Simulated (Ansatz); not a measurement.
Crystal: LaBi2ClO4.

```xyz
8
Lattice="3.9889 0.0000 0.0000 0.0000 3.9889 0.0000 0.0000 0.0000 9.3332" Properties=species:S:1:pos:R:3 pbc="T T T"
Bi    1.9944    1.9944    6.7350
Bi    1.9944    1.9944    2.5981
La    0.0000    0.0000    0.0000
Cl    0.0000    0.0000    4.6666
O     1.9944    0.0000    7.8244
O     1.9944    0.0000    1.5088
O     0.0000    1.9944    7.8244
O     0.0000    1.9944    1.5088
```

The cell is a database's computed one.

```yaml
Program: Ansatz 0.2.0
Task: relaxation of cell and atoms
Functional: PBEsol
Potentials_or_basis: Ansatz PAW
Cutoff: "420 eV (not typed: the program's choice for these potentials)"
k_mesh: 7 × 7 × 3
Occupations: fermi-dirac, width 0.05 eV
Spin: no spin polarisation
Hubbard_terms: La f U = 3 eV
```

At the start: volume 18.56 Å³/atom.

**Question.** Where does the relaxation end?

**Answer.** It ends after 9 steps and the volume is 17.48 Å³/atom (-5.8 %); space group P4/mmm (No. 123, to 0.05 Å).

Step by step:
| step | energy change (eV) | largest force (eV/Å) | volume (Å³) |
| --- | --- | --- | --- |
| 1 | 0.0000 | 0.3139 | 148.50 |
| 2 | -0.0966 | 0.1965 | 138.50 |
| 3 | -0.1110 | 0.0584 | 140.38 |
| 4 | -0.1117 | 0.0125 | 140.37 |
| 5 | -0.1119 | 0.0152 | 140.31 |
| 6 | -0.1119 | 0.0002 | 140.31 |
| 7 | -0.0978 | 0.0006 | 140.31 |
| 8 | -0.0991 | 0.0016 | 139.87 |
| 9 | -0.0979 | 0.0015 | 139.87 |

Final structure:
```
CELL_PARAMETERS angstrom
3.93878 0.00000 0.00000
0.00000 3.93878 0.00000
0.00000 0.00000 9.01568
ATOMIC_POSITIONS crystal
Bi 0.50000 0.50000 0.71296
Bi 0.50000 0.50000 0.28704
La 0.00000 0.00000 0.00000
Cl 0.00000 0.00000 0.50000
O 0.50000 0.00000 0.83234
O 0.50000 0.00000 0.16766
O 0.00000 0.50000 0.83234
O 0.00000 0.50000 0.16766
```

Caveat: the magnetic or orbital state may not be the lowest; the plane-wave basis is chosen anew once the cell has moved, so the energies of steps on either side of that aren't comparable; the pressure holds a Pulay correction of +0.4 GPa for the finite cutoff; the PAW data sets come from PBE, with cores solved anew for the run's functional, which leaves a small shift of forces and pressure.
